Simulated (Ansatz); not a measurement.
# C2H9AlFNSi: molecular dynamics

Aim: follow the molecule's vibrations and see whether its bonds hold. The start is relaxed first. Runs: 233 steps of 0.5 fs under a Nosé-Hoover thermostat at 500 K. SMILES of the start: [CH3][AlH][Si](C)(N)F.

All numbers below are computed with Ansatz 0.2.0 (RKS BLYP/STO-3G).

### Step 1. The starting structure

Bond lengths: C1–Al2 2.016 Å, Al2–Si3 2.383 Å, Si3–C4 1.815 Å, Si3–N5 1.763 Å, Si3–F6 1.714 Å, C1–H7 1.117 Å, C1–H8 1.064 Å, C1–H9 1.151 Å, Al2–H10 1.608 Å, C4–H11 1.155 Å, C4–H12 1.056 Å, C4–H13 1.210 Å, N5–H14 1.035 Å, N5–H15 1.062 Å. Angles (14 of 24 angles, heavy atoms first): C1–Al2–Si3 120.7°, Al2–Si3–C4 107.7°, Al2–Si3–N5 109.0°, Al2–Si3–F6 108.3°, C4–Si3–N5 113.0°, C4–Si3–F6 108.9°, N5–Si3–F6 109.8°, C1–Al2–H10 118.6°, Si3–Al2–H10 120.7°, Al2–C1–H7 106.1°, Al2–C1–H8 109.0°, Al2–C1–H9 105.2°, Si3–C4–H11 107.9°, Si3–C4–H12 113.6°.

Structure file:

```xyz
15

C     0.9807   -2.3648    0.2966
Al    1.4612   -0.4092    0.3969
Si   -0.2008    1.2700    0.0835
C    -0.8492    1.0980   -1.6034
N    -1.4416    1.0856    1.3220
F     0.5487    2.8040    0.2350
H     0.5329   -2.5215   -0.7150
H     1.8598   -2.9455    0.4422
H     0.1735   -2.5182    1.1032
H     2.9863   -0.0075    0.7100
H    -1.3992    0.0849   -1.6702
H    -0.1136    1.2074   -2.3532
H    -1.7452    1.8960   -1.7616
H    -1.8437    0.1332    1.2707
H    -0.9717    1.1367    2.2728
```

### Step 2. Relaxing the start

input.yaml

```yaml
crystal:
  periodic: [false, false, false]
  atoms:
    - { symbol: C, position_ang: [0.9807, -2.3648, 0.2966] }
    - { symbol: Al, position_ang: [1.4612, -0.4092, 0.3969] }
    - { symbol: Si, position_ang: [-0.2008, 1.27, 0.0835] }
    - { symbol: C, position_ang: [-0.8492, 1.098, -1.6034] }
    - { symbol: "N", position_ang: [-1.4416, 1.0856, 1.322] }
    - { symbol: F, position_ang: [0.5487, 2.804, 0.235] }
    - { symbol: H, position_ang: [0.5329, -2.5215, -0.715] }
    - { symbol: H, position_ang: [1.8598, -2.9455, 0.4422] }
    - { symbol: H, position_ang: [0.1735, -2.5182, 1.1032] }
    - { symbol: H, position_ang: [2.9863, -0.0075, 0.71] }
    - { symbol: H, position_ang: [-1.3992, 0.0849, -1.6702] }
    - { symbol: H, position_ang: [-0.1136, 1.2074, -2.3532] }
    - { symbol: H, position_ang: [-1.7452, 1.896, -1.7616] }
    - { symbol: H, position_ang: [-1.8437, 0.1332, 1.2707] }
    - { symbol: H, position_ang: [-0.9717, 1.1367, 2.2728] }
basis:
  gaussian: { orbitals: STO-3G }
hamiltonian:
  xc: blyp
relax:
  f_tol: 0.02
  max_steps: 40
```

Command:

```bash
> ansatz run input.yaml --threads 1 --pin off --max-ram 2048MiB --backend cpu --events-out ev --progress --plain --runs-dir out
```

After this run come: Dynamics.

What does the calculation give? Wanted: relaxation of the start; temperature, first and last step; temperature, second half; potential energy, second half; largest change of the conserved energy; bonds formed or broken.

The runs gave:

```
                              quantity                          value
               relaxation of the start       26 moves, 1.014 eV lower
                                length            233 steps of 0.5 fs
      temperature, first and last step                  500 and 386 K
              temperature, second half  mean 390 K, from 278 to 515 K
         potential energy, second half    +24 meV/atom from the start
largest change of the conserved energy                  0.45 meV/atom
                bonds formed or broken                              0
```

In words: Against a set 500 K the second half averages 390 K with a spread of 55 K; 24 meV/atom has gone into potential energy, and a thermostat that acts over some 100 fs has not made it up in 116 fs. The conserved energy strays from its start by at most 0.45 meV/atom, 1.2 % of the mean kinetic energy, so a step of 0.5 fs is short enough over this time. The bonding pattern survives the run. 116 fs on 15 atoms is far too short and small for converged averages. The nuclei move classically, without zero-point motion, which matters most for hydrogen. In so small a basis the energies are only a sketch.
